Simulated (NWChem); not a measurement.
# One shape, several levels: CH4GeN (SMILES [N]=[CH][GeH3])

We compute a comparison of 3 runs (UHF/def2-SVP, UPBE0/def2-SVP, USVWN5/6-31G**) of CH4GeN. 

The results are computed with NWChem 7.3.0.

## Step 1: The structure to begin with

CH4GeN: 7 atoms, total charge 0, spin state doublet. SMILES: `[N]=[CH][GeH3]`. The shape comes from GFN2-xTB, which is rough for such elements, and wasn't checked as a minimum.

Bond lengths: N1–C2 1.205 Å, C2–Ge3 2.034 Å, C2–H4 1.092 Å, Ge3–H5 1.506 Å, Ge3–H6 1.495 Å, Ge3–H7 1.496 Å. Angles: N1–C2–Ge3 119.2°, N1–C2–H4 128.1°, Ge3–C2–H4 112.7°, C2–Ge3–H5 109.1°, C2–Ge3–H6 110.1°, C2–Ge3–H7 109.8°, H5–Ge3–H6 109.8°, H5–Ge3–H7 109.5°, H6–Ge3–H7 108.6°.

## Step 2: Energy and gradient at UHF/def2-SVP (run 1)

run.py

```python
from ase import Atoms
from ase.calculators.nwchem import NWChem

system = Atoms('NCGeHHHH', positions=[
    [-0.102080, -1.834270, 1.020840],
    [-0.461920, -1.140080, 0.104540],
    [0.293060, 0.740710, -0.073350],
    [-1.172180, -1.385110, -0.688150],
    [-0.360970, 1.425040, -1.245130],
    [0.033550, 1.518090, 1.176700],
    [1.770550, 0.675630, -0.295460],
])

calc = NWChem(
    label='ch4gen',
    theory='scf',
    memory='2200 mb',
    basis='def2-SVP',
    basispar='spherical bse',
    scf={'nopen': '1', 'uhf': None, 'thresh': '1e-08', 'maxiter': '80'},
)
system.calc = calc

forces = system.get_forces()
print(f"energy = {system.get_potential_energy():.6f} eV")
print("forces (eV/A):")
for s, f in zip(system.symbols, forces):
    print(f"{s:2s} {f[0]:10.5f} {f[1]:10.5f} {f[2]:10.5f}")
```

Run with:

```sh
export ASE_NWCHEM_COMMAND="nwchem PREFIX.nwi > PREFIX.nwo"
python run.py
```

The log of the run:

```text
energy = -59038.248980 eV
forces (eV/A):
N     0.60575   -1.99662    2.06269
C    -0.33820    2.96453   -2.29481
Ge   -0.23253   -0.66679    0.08577
H    -0.21525   -0.63450    0.10346
H    -0.30858    0.14779   -0.43827
H    -0.21680    0.31655    0.63013
H     0.70561   -0.13092   -0.14902
```

The calculator wrote ch4gen.nwi:

```
title "ch4gen"

permanent_dir ch4gen

scratch_dir ch4gen

start ch4gen

geometry units angstrom nocenter noautosym noautoz
  N  -1.0208000000000000e-01 -1.8342700000000001e+00 1.0208400000000000e+00
  C  -4.6192000000000000e-01 -1.1400800000000000e+00 1.0453999999999999e-01
  Ge 2.9305999999999999e-01 7.4070999999999998e-01 -7.3349999999999999e-02
  H  -1.1721800000000000e+00 -1.3851100000000001e+00 -6.8815000000000004e-01
  H  -3.6097000000000001e-01 1.4250400000000001e+00 -1.2451300000000001e+00
  H  3.3550000000000003e-02 1.5180899999999999e+00 1.1767000000000001e+00
  H  1.7705500000000001e+00 6.7562999999999995e-01 -2.9546000000000000e-01
end

memory 2200 mb

basis spherical bse noprint
   * library def2-SVP
end

scf
  nopen 1
  uhf
  thresh 1e-08
  maxiter 80
end

task scf gradient
```

ch4gen.nwo (excerpt; [...] marks lines left out):

```text
[...]
      One electron energy =  -3346.175807330622
[... 1 line left out ...]
 Nuclear repulsion energy =    162.838150259729
[... 47 lines left out ...]
          Final beta eigenvalues
[... 217 lines left out ...]
                     UHF Final Beta Molecular Orbital Analysis
[...]
  wavefunction    =   UHF
                         UHF ENERGY GRADIENTS
    atom               coordinates                        gradient
                 x          y          z           x          y          z
   1 N      -0.192903  -3.466268   1.929108   -0.011780   0.038828  -0.040113
   2 C      -0.872902  -2.154439   0.197552    0.006577  -0.057651   0.044627
   3 Ge      0.553803   1.399739  -0.138611    0.004522   0.012967  -0.001668
   4 H      -2.215099  -2.617478  -1.300415    0.004186   0.012339  -0.002012
   5 H      -0.682134   2.692935  -2.352955    0.006001  -0.002874   0.008523
   6 H       0.063400   2.868774   2.223641    0.004216  -0.006156  -0.012254
   7 H       3.345854   1.276756  -0.558338   -0.013722   0.002546   0.002898
[...]
```

Run time: 67 s. Hardware: 1 thread of AMD EPYC, shared host; peak memory 0.096 GiB.

## Step 3: Energy and forces at UPBE0/def2-SVP (run 2)

run.py

```python
from ase import Atoms
from ase.calculators.nwchem import NWChem

mol = Atoms(['N', 'C', 'Ge', 'H', 'H', 'H', 'H'], positions=[
    [-0.102080, -1.834270, 1.020840],
    [-0.461920, -1.140080, 0.104540],
    [0.293060, 0.740710, -0.073350],
    [-1.172180, -1.385110, -0.688150],
    [-0.360970, 1.425040, -1.245130],
    [0.033550, 1.518090, 1.176700],
    [1.770550, 0.675630, -0.295460],
])

calc = NWChem(
    label='work',
    theory='dft',
    memory='2200 mb',
    basis='def2-SVP',
    basispar='spherical bse',
    dft={'xc': 'pbe0', 'mult': '2', 'grid': 'xfine', 'convergence': 'energy 1e-08', 'iterations': '100', 'mulliken': None},
)
mol.calc = calc

forces = mol.get_forces()
e = mol.get_potential_energy()
print(f"E = {e:.6f} eV")
print("forces (eV/A):")
for s, f in zip(mol.symbols, forces):
    print(f"{s:2s} {f[0]:10.5f} {f[1]:10.5f} {f[2]:10.5f}")
```

Run with:

```sh
export ASE_NWCHEM_COMMAND="nwchem PREFIX.nwi > PREFIX.nwo"
python run.py
```

The log of the run:

```text
E = -59088.734798 eV
forces (eV/A):
N     0.59105   -1.45355    1.70186
C    -0.04206    2.14512   -1.39313
Ge   -0.25588   -0.61480    0.03507
H    -0.48830   -0.42860   -0.38757
H    -0.33393    0.19119   -0.49658
H    -0.22178    0.31645    0.68139
H     0.75087   -0.15581   -0.14105
```

The calculator wrote work.nwi:

```
title "work"

permanent_dir work

scratch_dir work

start work

geometry units angstrom nocenter noautosym noautoz
  N  -1.0208000000000000e-01 -1.8342700000000001e+00 1.0208400000000000e+00
  C  -4.6192000000000000e-01 -1.1400800000000000e+00 1.0453999999999999e-01
  Ge 2.9305999999999999e-01 7.4070999999999998e-01 -7.3349999999999999e-02
  H  -1.1721800000000000e+00 -1.3851100000000001e+00 -6.8815000000000004e-01
  H  -3.6097000000000001e-01 1.4250400000000001e+00 -1.2451300000000001e+00
  H  3.3550000000000003e-02 1.5180899999999999e+00 1.1767000000000001e+00
  H  1.7705500000000001e+00 6.7562999999999995e-01 -2.9546000000000000e-01
end

memory 2200 mb

basis spherical bse noprint
   * library def2-SVP
end

dft
  xc pbe0
  mult 2
  grid xfine
  convergence energy 1e-08
  iterations 100
  mulliken
end

task dft gradient
```

work.nwo (excerpt; [...] marks lines left out):

```text
[...]
      One electron energy =    -3345.795538864815
[... 2 lines left out ...]
 Nuclear repulsion energy =      162.838150259729
[... 1282 lines left out ...]
          Convergence on energy requested:  1.00D-08
[... 24 lines left out ...]
          Spatial weights used:  Erf1
[...]
  wavefunction    = open shell
                         DFT ENERGY GRADIENTS
    atom               coordinates                        gradient
                 x          y          z           x          y          z
   1 N      -0.192903  -3.466268   1.929108   -0.011494   0.028267  -0.033096
   2 C      -0.872902  -2.154439   0.197552    0.000818  -0.041716   0.027092
   3 Ge      0.553803   1.399739  -0.138611    0.004976   0.011956  -0.000682
   4 H      -2.215099  -2.617478  -1.300415    0.009496   0.008335   0.007537
   5 H      -0.682134   2.692935  -2.352955    0.006494  -0.003718   0.009657
   6 H       0.063400   2.868774   2.223641    0.004313  -0.006154  -0.013251
   7 H       3.345854   1.276756  -0.558338   -0.014602   0.003030   0.002743
[...]
```

Run time: 1.9 min. Hardware: 1 thread of AMD EPYC, shared host; peak memory 0.13 GiB.

## Step 4: Energy and gradient at USVWN5/6-31G(d,p) (spherical functions) (run 3)

ch4gen.nw

```
start ch4gen
title "CH4GeN gradient"
memory total 2200 mb

geometry noautosym nocenter noautoz
N       -0.102080      -1.834270       1.020840
C       -0.461920      -1.140080       0.104540
Ge       0.293060       0.740710      -0.073350
H       -1.172180      -1.385110      -0.688150
H       -0.360970       1.425040      -1.245130
H        0.033550       1.518090       1.176700
H        1.770550       0.675630      -0.295460
end

basis spherical bse
* library 6-31G**
end

dft
xc slater vwn_5
mult 2
grid xfine
convergence energy 1e-08
maxiter 100
mulliken
end

task dft gradient
```

Run with:

```sh
nwchem ch4gen.nw > ch4gen.out
```

The log of the run:

```text
[...]
          Wavefunction type:  spin polarized.
          No. of atoms     :     7
          No. of electrons :    49
[...]
          Charge           :     0
          Spin multiplicity:     2
[...]
          AO basis - number of functions:    80
[...]
              XC Information
              --------------
                        Slater Exchange Functional  1.000 local
                      VWN V Correlation Functional  1.000 local
[...]
 d= 0,ls=0.0,diis     1  -2167.8160096820 -2.33D+03  1.31D-02  1.71D-01     5.7
[...]
 d= 0,ls=0.0,diis    13  -2167.9032735680 -6.08D-10  5.12D-08  5.25D-12    51.4
[...]
         Total DFT energy =    -2167.903273567965
      One electron energy =    -3344.898926572584
           Coulomb energy =     1102.868546971736
    Exchange-Corr. energy =      -88.711044226847
 Nuclear repulsion energy =      162.838150259729
[...]
      Total Density - Mulliken Population Analysis
     ---------------------------------------------
    Atom       Charge   Shell Charges
 -----------   ------   -------------------------------------------------------
    1 N    7     7.23   2.00  0.84  2.23  0.98  1.14  0.03
    2 C    6     5.99   2.00  0.69  2.05  0.46  0.76  0.04
    3 Ge  32    32.21   2.00  2.00  6.00  2.00  5.99  1.35  2.34  0.08  0.32  6.82  2.94  0.37
    4 H    1     0.83   0.49  0.32  0.01
    5 H    1     0.93   0.46  0.46  0.01
    6 H    1     0.91   0.46  0.44  0.01
    7 H    1     0.91   0.46  0.44  0.01
[...]
      <S2> =      0.7542 (Exact =     0.7500)
[...]
  wavefunction    = open shell
                         DFT ENERGY GRADIENTS
    atom               coordinates                        gradient
                 x          y          z           x          y          z
   1 N      -0.192903  -3.466268   1.929108   -0.013158   0.025915  -0.033867
   2 C      -0.872902  -2.154439   0.197552    0.001040  -0.037379   0.024775
   3 Ge      0.553803   1.399739  -0.138611    0.005663   0.012847  -0.000421
   4 H      -2.215099  -2.617478  -1.300415    0.010100   0.005306   0.010218
   5 H      -0.682134   2.692935  -2.352955    0.006461  -0.004076   0.009849
   6 H       0.063400   2.868774   2.223641    0.004238  -0.005809  -0.013137
   7 H       3.345854   1.276756  -0.558338   -0.014344   0.003197   0.002584
[...]
```

It took 69 s on 1 thread of AMD EPYC, shared host; peak memory 0.13 GiB.

## Step 5: All runs side by side

```
run                                 level  iteration cap  module   energy (Eh)  dipole moment (D)  HOMO energy (eV)  LUMO energy (eV)  wall time
  1                          UHF/def2-SVP             80     scf  -2169.615650               2.48            -10.20              2.79       67 s
  2                        UPBE0/def2-SVP            100     dft  -2171.470970               2.48             -6.58             -2.22    1.9 min
  3  USVWN5/6-31G** (spherical functions)            100     dft  -2167.903274               2.53             -5.01             -3.80       69 s
```

## Step 6: Results

```
                                 quantity           value
                      run 3: total energy  -2167.90327 Eh
                     run 3: dipole moment          2.53 D
run 3: HOMO energy (highest over α and β)        -5.01 eV
 run 3: LUMO energy (lowest over α and β)        -3.80 eV
                              run 3: ⟨S²⟩           0.754
          run 3: largest force on an atom      2.307 eV/Å
```

What this shows: The dipole moment (its size) runs from 2.48 D (UHF/def2-SVP) to 2.53 D (USVWN5/6-31G**). The two ends differ in method and basis. Totals of different functionals can't be ranked against each other. Spin contamination of the reference: run 1 ⟨S²⟩ = 0.89. All runs together took 4.2 min, the longest 1.9 min.
